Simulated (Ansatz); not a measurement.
# H₃O₃STa: basis-set convergence

An exercise on one series of results from a longer session: the logs are not shown, and one member is left open.

The runs use Ansatz 0.2.0, Gaussian basis; one geometry, several basis sets.

Plan: PBE0-D4/def2-SVP; ωB97M-V/def2-SVP; PBE0-D4/def2-QZVPP; ωB97M-V/def2-QZVPP; the functionals' def2-TZVPP values are taken from earlier runs.

## The geometry

An earlier PBE0-D4 in a triple-zeta def2 set relaxation fixed the geometry. Ta takes the def2 core potential; no spin-orbit term is included.

SMILES `[OH][Ta]([OH])([OH])=[S]`, 8 atoms, charge 0, spin multiplicity 1.

Atoms are counted from 1 here; the program's logs count them from 0.

Bond lengths: O1–Ta2 1.894 Å, O1–H6 0.957 Å, Ta2–O3 1.894 Å, Ta2–O4 1.894 Å, Ta2–S5 2.168 Å, O3–H7 0.958 Å, O4–H8 0.958 Å. Angles: Ta2–O1–H6 130.8°, O1–Ta2–O3 108.7°, O1–Ta2–O4 108.7°, O1–Ta2–S5 110.2°, O3–Ta2–O4 108.7°, O3–Ta2–S5 110.2°, O4–Ta2–S5 110.2°, Ta2–O3–H7 130.8°, Ta2–O4–H8 130.8°.

The first run:

Input file in.yaml:

```yaml
crystal:
  periodic: [false, false, false]
  atoms:
    - {symbol: O, position_ang: [-1.030226, 1.549338, 0.140726]}
    - {symbol: Ta, position_ang: [0.042829, -0.000847, -0.039500]}
    - {symbol: O, position_ang: [0.883948, -0.354571, 1.620183]}
    - {symbol: O, position_ang: [-1.074039, -1.465806, -0.479619]}
    - {symbol: S, position_ang: [1.533010, 0.295435, -1.585915]}
    - {symbol: H, position_ang: [-1.005503, 2.385571, -0.324986]}
    - {symbol: H, position_ang: [1.811149, -0.415845, 1.851164]}
    - {symbol: H, position_ang: [-1.069069, -2.050376, -1.237954]}
basis:
  gaussian: {orbitals: def2-SVP}
hamiltonian: {xc: pbe0, dispersion: d4}
output: {orbitals: {seedname: orbitals}}
```

The run is started by

```sh
ansatz run in.yaml --threads 4 --pin off --events-out ev --progress --plain --max-ram 10444MiB
```

Among the steps run: PBE0-D4 in def2-SVP; ωB97M-V in def2-SVP; PBE0-D4 in def2-QZVPP; ωB97M-V in def2-QZVPP.

One of the session's tables, all rows but one given; the rest of the session is left out.

It belongs to the step «Density functionals: the series». 

```
functional       basis  HOMO (eV)
   PBE0-D4    def2-SVP      -7.60
   PBE0-D4  def2-TZVPP      -7.56
   PBE0-D4  def2-QZVPP      -7.60
   ωB97M-V    def2-SVP      -9.67
   ωB97M-V  def2-TZVPP      -9.66
   ωB97M-V  def2-QZVPP          ?
```

Q: Estimate the row for ωB97M-V, def2-QZVPP from the others.

The run gave: HOMO (eV): -9.70. In the column «HOMO (eV)» it is the lowest.
